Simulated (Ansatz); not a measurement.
# H20CO9: the cost of one run

Program: Ansatz 0.2.0. Level of theory: DFT PBE+D3(BJ), plane waves, PAW, scalar-relativistic, no spin polarisation. These are calculated values, not measurements.

### 1 The starting structure

The cell holds 30 atoms (CH20O9): a = 6.964 Å, b = 6.964 Å, c = 6.964 Å, α = 90.00°, β = 90.00°, γ = 90.00°.

Coordinates:

```xyz
30
Lattice="6.9638 0.0000 0.0000 0.0000 6.9638 0.0000 0.0000 0.0000 6.9638" Properties=species:S:1:pos:R:3 pbc="T T T"
O     0.3984    3.5468    5.1547
H    -0.2884    4.1049    4.7611
H     1.0979    3.5287    4.4849
O     0.7832    3.7713    1.9095
H     0.6030    4.2019    1.0609
H     1.6216    3.3086    1.7642
O     5.6621    2.5054    0.4271
H     5.2252    3.3697    0.4111
H     5.4794    2.1342   -0.4487
O     2.8021    6.8160    4.2608
H     2.7218    7.5381    3.6203
H     2.1735    6.1507    3.9439
O     4.2762    4.7232    4.9286
H     4.1094    5.0328    4.0261
H     4.6728    3.8481    4.8065
O     6.8133    6.2504    5.8310
H     7.2562    7.0340    5.4732
H     6.5479    5.7516    5.0444
O     3.5710    1.6279    6.2309
H     3.6177    2.3508    5.5880
H     3.8042    0.8412    5.7163
O     3.3773    6.9456    1.1630
H     2.6226    6.8071    1.7542
H     3.1796    6.3881    0.3961
C     5.8837    6.4569    2.7573
O     5.6007    7.8050    3.1141
H     4.9722    5.8921    2.9501
H     6.4036    8.3234    2.9484
H     6.1402    6.3525    1.6961
H     6.6932    6.0281    3.3604
```

### 2 Preparing the start

input.yaml reads:

```yaml
accuracy: low
crystal:
  lattice:
    - [6.963758, 0.0, 0.0]
    - [0.0, 6.963758, 0.0]
    - [0.0, 0.0, 6.963758]
  atoms:
    - { symbol: O, position: [0.0572138, 0.509325, 0.7402158] }
    - { symbol: H, position: [-0.0414207, 0.589463, 0.6836985] }
    - { symbol: H, position: [0.1576548, 0.5067215, 0.6440395] }
    - { symbol: O, position: [0.1124682, 0.5415597, 0.2742106] }
    - { symbol: H, position: [0.0865932, 0.6034008, 0.152345] }
    - { symbol: H, position: [0.2328618, 0.4751171, 0.2533341] }
    - { symbol: O, position: [0.8130834, 0.3597732, 0.0613249] }
    - { symbol: H, position: [0.7503448, 0.4838847, 0.0590302] }
    - { symbol: H, position: [0.7868443, 0.3064764, -0.0644368] }
    - { symbol: O, position: [0.4023815, 0.9787789, 0.6118525] }
    - { symbol: H, position: [0.3908512, 1.0824797, 0.5198838] }
    - { symbol: H, position: [0.3121136, 0.8832511, 0.566342] }
    - { symbol: O, position: [0.6140607, 0.6782552, 0.7077433] }
    - { symbol: H, position: [0.5901098, 0.7227067, 0.5781459] }
    - { symbol: H, position: [0.6710209, 0.5525825, 0.6902227] }
    - { symbol: O, position: [0.9784008, 0.8975662, 0.83734] }
    - { symbol: H, position: [1.041992, 1.0100894, 0.7859614] }
    - { symbol: H, position: [0.9402805, 0.8259378, 0.7243741] }
    - { symbol: O, position: [0.5127913, 0.2337653, 0.8947595] }
    - { symbol: H, position: [0.5195109, 0.3375735, 0.8024352] }
    - { symbol: H, position: [0.546282, 0.1207931, 0.8208628] }
    - { symbol: O, position: [0.484976, 0.9973979, 0.1670132] }
    - { symbol: H, position: [0.3766058, 0.9775105, 0.2518981] }
    - { symbol: H, position: [0.4565915, 0.91733, 0.0568836] }
    - { symbol: C, position: [0.8449093, 0.9272126, 0.3959507] }
    - { symbol: O, position: [0.8042675, 1.1207979, 0.4471932] }
    - { symbol: H, position: [0.7140076, 0.8461113, 0.4236393] }
    - { symbol: H, position: [0.9195648, 1.1952462, 0.4233929] }
    - { symbol: H, position: [0.8817332, 0.9122288, 0.2435593] }
    - { symbol: H, position: [0.961151, 0.8656393, 0.4825545] }
basis:
  ecutwfc: 420.0
kpoints:
  mp_grid: { grid: [1, 1, 1] }
hamiltonian:
  xc: pbe
  dispersion: d3bj
scf:
  occupations: { method: fermi_dirac, width: 0.02 }
  lower_state_search: "off"
relax:
  f_tol: 0.3
  max_steps: 15
  adjacent_minimum: "off"
```

On the command line:

```sh
> ansatz run input.yaml --threads 1 --pin off --max-ram 3072MiB --backend cpu --events-out ev --progress --plain --runs-dir out
```

What time and memory should one allow on 1 thread of AMD EPYC 9R45 (Zen 5), shared host?

About 11 s, with a peak of 0.45 GiB.
